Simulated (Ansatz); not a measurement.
**Nudged elastic band run: Ti₈Ru₈Au**

The input (input.yaml):

```yaml
crystal:
  lattice:
    - [6.14, 0.0, 0.0]
    - [0.0, 6.14, 0.0]
    - [0.0, 0.0, 16.605]
  atoms:
    - { symbol: Ti, position: [0.24931366, 0.24926872, 0.13426219] }
    - { symbol: Ru, position: [0.0, 0.0, 0.0602228] }
    - { symbol: Ti, position: [0.25354923, 0.25353336, 0.32222688] }
    - { symbol: Ru, position: [-0.00037778, -0.00043095, 0.24142327] }
    - { symbol: Ti, position: [0.24928523, 0.75020927, 0.13426404] }
    - { symbol: Ru, position: [0.0, 0.5, 0.0602228] }
    - { symbol: Ti, position: [0.25386316, 0.74499118, 0.32229338] }
    - { symbol: Ru, position: [-0.00037593, 0.49963571, 0.23961402] }
    - { symbol: Ti, position: [0.75025933, 0.24923655, 0.13426393] }
    - { symbol: Ru, position: [0.5, 0.0, 0.0602228] }
    - { symbol: Ti, position: [0.74500686, 0.25376286, 0.32226577] }
    - { symbol: Ru, position: [0.49966786, -0.00042959, 0.23961387] }
    - { symbol: Ti, position: [0.75020833, 0.75016454, 0.13426728] }
    - { symbol: Ru, position: [0.5, 0.5, 0.0602228] }
    - { symbol: Ti, position: [0.74523832, 0.74513719, 0.3223271] }
    - { symbol: Ru, position: [0.49969966, 0.49965465, 0.23567526] }
    - { symbol: Au, position: [0.4985085, 0.49820011, 0.43371422] }
basis:
  ecutwfc: 420.0
kpoints:
  mp_grid: { grid: [3, 3, 1] }
hamiltonian:
  xc: pbe
scf:
  occupations: { method: fermi_dirac, width: 0.1 }
  lower_state_search: "off"
neb:
  images: 3
  f_tol: 0.05
  initial_path: linear
  max_iterations: 44
  optimiser: lbfgs
  spring: 1.0
  constraints: [{ sites: [1, 5, 9, 13] }]
  final_atoms:
    - { symbol: Ti, position: [0.25025933, 0.24923655, 0.13426393] }
    - { symbol: Ru, position: [0.0, 0.0, 0.0602228] }
    - { symbol: Ti, position: [0.24500686, 0.25376286, 0.32226577] }
    - { symbol: Ru, position: [-0.00033214, -0.00042959, 0.23961387] }
    - { symbol: Ti, position: [0.25020833, 0.75016454, 0.13426728] }
    - { symbol: Ru, position: [0.0, 0.5, 0.0602228] }
    - { symbol: Ti, position: [0.24523832, 0.74513719, 0.3223271] }
    - { symbol: Ru, position: [-0.00030034, 0.49965465, 0.23567526] }
    - { symbol: Ti, position: [0.74931366, 0.24926872, 0.13426219] }
    - { symbol: Ru, position: [0.5, 0.0, 0.0602228] }
    - { symbol: Ti, position: [0.75354923, 0.25353336, 0.32222688] }
    - { symbol: Ru, position: [0.49962222, -0.00043095, 0.24142327] }
    - { symbol: Ti, position: [0.74928523, 0.75020927, 0.13426404] }
    - { symbol: Ru, position: [0.5, 0.5, 0.0602228] }
    - { symbol: Ti, position: [0.75386316, 0.74499118, 0.32229338] }
    - { symbol: Ru, position: [0.49962407, 0.49963571, 0.23961402] }
    - { symbol: Au, position: [0.9985085, 0.49820011, 0.43371422] }
  order_check: true
```

Command:

```bash
$ ansatz run input.yaml --threads 4 --pin off --max-ram 10240MiB --backend cpu --events-out ev --progress --plain --runs-dir out
```

Output, in part (warnings, iteration lines):

```
NEB end point (image 0): max|allowed force component| = 1.370e-2 eV/Å (the criterion of neb.relax_end_points is 1.000e-2)
NEB end point (image 4): max|allowed force component| = 1.370e-2 eV/Å (the criterion of neb.relax_end_points is 1.000e-2)
NEB iter   1: max|band force component| = 3.226e0 eV/Å  barrier→ = 0.8169 eV  barrier← = 0.8169 eV  Δτ_max = 0.0461 Å  (68 SCF iters)
NEB iter   2: max|band force component| = 2.191e0 eV/Å  barrier→ = 0.6254 eV  barrier← = 0.6254 eV  Δτ_max = 0.1108 Å  (31 SCF iters)
NEB iter   3: max|band force component| = 7.137e-1 eV/Å  barrier→ = 0.4368 eV  barrier← = 0.4368 eV  Δτ_max = 0.0667 Å  (33 SCF iters)
NEB iter   4: max|band force component| = 2.317e-1 eV/Å  barrier→ = 0.3995 eV  barrier← = 0.3995 eV  CI = image 2  Δτ_max = 0.0036 Å  (31 SCF iters)
NEB iter   5: max|band force component| = 2.350e-1 eV/Å  barrier→ = 0.3966 eV  barrier← = 0.3966 eV  CI = image 2  Δτ_max = 0.0034 Å  (20 SCF iters)
NEB iter   6: max|band force component| = 2.349e-1 eV/Å  barrier→ = 0.3941 eV  barrier← = 0.3941 eV  CI = image 2  Δτ_max = 0.1145 Å  (19 SCF iters)
NEB iter   7: max|band force component| = 1.859e-1 eV/Å  barrier→ = 0.3735 eV  barrier← = 0.3735 eV  CI = image 2  Δτ_max = 0.0404 Å  (36 SCF iters)
NEB iter   8: max|band force component| = 3.504e-1 eV/Å  barrier→ = 0.3865 eV  barrier← = 0.3865 eV  CI = image 2  Δτ_max = 0.0055 Å  (31 SCF iters)
NEB iter   9: max|band force component| = 2.537e-1 eV/Å  barrier→ = 0.3772 eV  barrier← = 0.3772 eV  CI = image 2  Δτ_max = 0.0145 Å  (23 SCF iters)
NEB iter  10: max|band force component| = 5.420e-2 eV/Å  barrier→ = 0.3672 eV  barrier← = 0.3672 eV  CI = image 2  Δτ_max = 0.0026 Å  (28 SCF iters)
NEB iter  11: max|band force component| = 4.454e-2 eV/Å  barrier→ = 0.3669 eV  barrier← = 0.3669 eV  CI = image 2  CI's point: of a kind that is not told: the force calls were inconclusive, a negative curvature could not be distinguished from the path's own, the only one lies far off the path, or fixed occupations may fill a level only in part  Δτ_max = 0.0000 Å  (454 SCF iters)
```

It converged. By the program's own check the climbing image is of a kind that is not told: the force calls were inconclusive, a negative curvature could not be distinguished from the path's own, the only one lies far off the path, or fixed occupations may fill a level only in part (lowest curvatures found: -0.40 and 0.51 eV/Å²). Limits of this set-up: coarse k mesh, thin slab, slab without dipole correction, a typed lattice constant that wasn't relaxed here.

Final band:

```
image  path coordinate (Å)  energy (eV)
    0                 0.00         0.00
    1                 0.80         0.22
    2                 1.60         0.37
    3                 2.39         0.23
    4                 3.19         0.00
```

Time of the run: 20 min on 4 threads of Intel(R) Xeon(R) Platinum 8259CL CPU @ 2.50GHz (Skylake/Cascade Lake) (shared host), peak memory 3.4 GiB.
